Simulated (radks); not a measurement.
# Si⁺ in [Ne] 3s1.5 3p1 4s0.5: an all-electron calculation

One table from this session's results is given with a row withheld; the runs are named, their logs left out.

Method: non-relativistic Kohn-Sham, PBE, spin-polarised, spherical densities, point nucleus; open shells are filled with parallel spins first. Code: radks (a radial shooting solver on a logarithmic mesh, Libxc functionals) version 1.

## What is computed

- element: silicon (Z = 14)
- charge: +1
- electrons: 13
- configuration: [Ne] 3s1.5 3p1 4s0.5

The first run:

The run's settings:

```text
Z 14
configuration [Ne] 3s1.5 3p1 4s0.5
relativity non-relativistic
functional pbe,pbe
spin polarised
nucleus point
```

Command:

```console
$ python run_ks.py task.json out
```

This one command runs every case of the session in turn.

Steps of the session up to this table: Self-consistent calculation.

One of the session's tables, all rows but one given; the rest of the session is left out.

It belongs to the step «Radial structure». Radial moments (bohr):

```
  level     <r>  outermost maximum (interpolated)  90 % within  nodes
  1s up  0.1116                            0.0730        0.199      0
1s down  0.1116                            0.0730        0.199      0
  2s up  0.5695                             0.456        0.897      1
2s down  0.5692                             0.456        0.897      1
  2p up  0.5375                             0.388        0.903      0
2p down  0.5370                             0.388        0.902      0
  3s up   2.007                              1.73         3.00      2
3s down   2.011                              1.71         3.03      2
  3p up   2.335                              1.96         3.57      1
3p down       ?                                 ?            ?      ?
  4s up   5.320                              4.86         7.70      3
```

Q: Estimate the row for 3p down from the others.

The run gave: <r>: 2.382; outermost maximum (interpolated): 1.96; 90 % within: 3.68; nodes: 1. In the column «<r>» it lies between 3p up (2.335) and 4s up (5.320).
